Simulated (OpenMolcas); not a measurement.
# Rh³⁺ among point charges: CASSCF and CASPT2 levels and susceptibility

Aim: the splitting of the states of Rh³⁺ in the field of 6 point charges, its lowest levels with spin-orbit coupling and its magnetic susceptibility.

Method: state-averaged CASSCF and CASPT2, spin-orbit coupling by RASSI with atomic mean-field integrals. Code: OpenMolcas 26.06.

**1. The system**

| Quantity | Value |
| --- | --- |
| Species | Rh³⁺ (rhodium, Z = 45, 42 electrons) |
| Basis | ANO-RCC-VDZP [6s5p3d1f], 43 functions |
| Scalar Hamiltonian | DKH2, point nucleus |
| Inactive shells | 1s 2s 2p 3s 3p 3d 4s 4p |
| Active space | 6 electrons in 5 orbitals (4d) |
| Some configurations of this space | 4d6 |
| Orbitals | optimised for each spin and parity, averaged over all roots |

The outer shells:

4d6
```
4d [↑↓][↑ ][↑ ][↑ ][↑ ]
```

The ion sits among 6 point charges of -1.5 e arranged as an octahedron (Oh), 1.94 Å from the ion.

The work runs as a chain of OpenMolcas steps in one folder; each step below is one input file. Labels, J, g values, rates, χT and fits are worked out afterwards by a script from the matrices that RASSI stores. The input lists half of the charges; inversion (Group=XYZ) makes the rest.

**2. Basis and integrals**

File a.inp:

```
&GATEWAY
Coord
1

Rh 0.0 0.0 0.0
Basis=ANO-RCC-VDZP
Group=XYZ
NoMove
AngMom=0.0 0.0 0.0
AMFI
XField
3 Angstrom 0
1.940000 0.000000 0.000000 -1.500000
0.000000 1.940000 0.000000 -1.500000
0.000000 0.000000 1.940000 -1.500000
&SEWARD
```

On the command line:

```
$ OMP_NUM_THREADS=1 MOLCAS_MEM=1689 MOLCAS_PROJECT=a pymolcas a.inp > a.log
```

**3. Reference wave functions, quintets of even parity, 5 roots**

File a.inp:

```
&RASSCF
FileOrb=start.orb
Symmetry=1
Spin=5
nActEl=6 0 0
Inactive=9 9
Ras2=5 0
CIRoot=5 5 1
SDav=5
CIMx=300
Iter=120 100
PrWF=0.3
OrbListing=Nothing
MaxOrb=0
>>> COPY $Project.JobIph JOB001
```

start.orb holds the contracted functions of the basis, ordered by shell, or the orbitals of the step before.

**4. Reference wave functions, triplets of even parity, 45 roots**

File a.inp:

```
&RASSCF
FileOrb=start.orb
Symmetry=1
Spin=3
nActEl=6 0 0
Inactive=9 9
Ras2=5 0
CIRoot=45 45 1
SDav=45
CIMx=300
Iter=120 100
PrWF=0.3
OrbListing=Nothing
MaxOrb=0
>>> COPY $Project.JobIph JOB002
```

**5. Reference wave functions, singlets of even parity, 50 roots**

File a.inp:

```
&RASSCF
FileOrb=start.orb
Symmetry=1
Spin=1
nActEl=6 0 0
Inactive=9 9
Ras2=5 0
CIRoot=50 50 1
SDav=50
CIMx=300
Iter=120 100
PrWF=0.3
OrbListing=Nothing
MaxOrb=0
>>> COPY $Project.JobIph JOB003
```

**6. RASSI: spin-orbit coupling between the states**

File a.inp:

```
&RASSI
NrOfJobIphs=3 5 45 50
1 2 3 4 5
1 2 3 4 5 6 7 8 9 10 11 12 13 14 15 16 17 18 19 20 21 22 23 24 25 26 27
28 29 30 31 32 33 34 35 36 37 38 39 40 41 42 43 44 45
1 2 3 4 5 6 7 8 9 10 11 12 13 14 15 16 17 18 19 20 21 22 23 24 25 26 27
28 29 30 31 32 33 34 35 36 37 38 39 40 41 42 43 44 45 46 47 48 49 50
IphNames
JOB001
JOB002
JOB003
EJob
SpinOrbit
DIPRint=1.0
SOCoupling=1000.0
Subsets=2
Property=9
'ANGMOM' 1 'ANGMOM' 2 'ANGMOM' 3 'MLTPL  1' 1 'MLTPL  1' 2 'MLTPL  1' 3
'AMFI' 1 'AMFI' 2 'AMFI' 3
SOProperty=3
'ANGMOM' 1 'ANGMOM' 2 'ANGMOM' 3
```

**7. CASPT2: IPEA 0.25, imaginary shift 0.1 (closed shells correlated: 4s 4p)**

File a.inp:

```
>>> COPY JOB001 $Project.JobIph
&CASPT2
Multistate=5 1 2 3 4 5
NoMult
Frozen=8 6
IPEA=0.25
Imaginary=0.1
MaxIter=60
WThr=0.0 0.3 0.05
PrWF=0.5
NoMix
>>> COPY JOB002 $Project.JobIph
&CASPT2
Multistate=45 1 2 3 4 5 6 7 8 9 10 11 12 13 14 15 16 17 18 19 20 21 22
23 24 25 26 27 28 29 30 31 32 33 34 35 36 37 38 39 40 41 42 43 44 45
NoMult
Frozen=8 6
IPEA=0.25
Imaginary=0.1
MaxIter=60
WThr=0.0 0.3 0.05
PrWF=0.5
NoMix
>>> COPY JOB003 $Project.JobIph
&CASPT2
Multistate=50 1 2 3 4 5 6 7 8 9 10 11 12 13 14 15 16 17 18 19 20 21 22
23 24 25 26 27 28 29 30 31 32 33 34 35 36 37 38 39 40 41 42 43 44 45 46
47 48 49 50
NoMult
Frozen=8 6
IPEA=0.25
Imaginary=0.1
MaxIter=60
WThr=0.0 0.3 0.05
PrWF=0.5
NoMix
```

(Steps that only read results are left out.)

Before running it: what results should come out? Wanted: spin-free ground state; first state of the same spin within the active space; lowest level; next level.

The runs gave:

```
                                            quantity                                                                        value
                                              method  SS-CASPT2, IPEA 0.25, imaginary shift 0.1 (closed shells correlated: 4s 4p)
                              spin-free ground state                                              5T2, 3-fold in its orbital part
first state of the same spin within the active space                                                              5E at 9120 cm⁻¹
                                        lowest level                                                                    3-fold T2
                                          next level                                                                   490.2 cm⁻¹
                                         χT at 300 K                                                               4.30 cm³ K/mol
                           effective moment at 300 K                                                                      5.86 μB
```

Cost by method:

```csv
method,time of its own steps,time with the reference
A. CASSCF,27 s,27 s
"B. SS-CASPT2, IPEA 0.25, imaginary shift 0.1, +4s 4p",6.8 s,34 s
```

Times are of one thread on a shared host.

What this shows: The spin-free ground state (5T2) comes to 100 % from free-ion D terms and keeps the highest spin of the shell. χT at 300 K is 4.30, against 3.01 cm³ K/mol for the spin alone, so orbital moment adds to it. An active space of the d shell alone favours high spin; real ions in strong fields can be low spin. CASPT2 does not keep the components of a term degenerate, and the means are used. The field of point charges can differ much from that of real complexes. With metal d orbitals alone active, the gaps between spin states are rough; where two lie within a few thousand cm-1, their order is open. Point charges carry no covalency, so the field is a model and not that of real ligands.
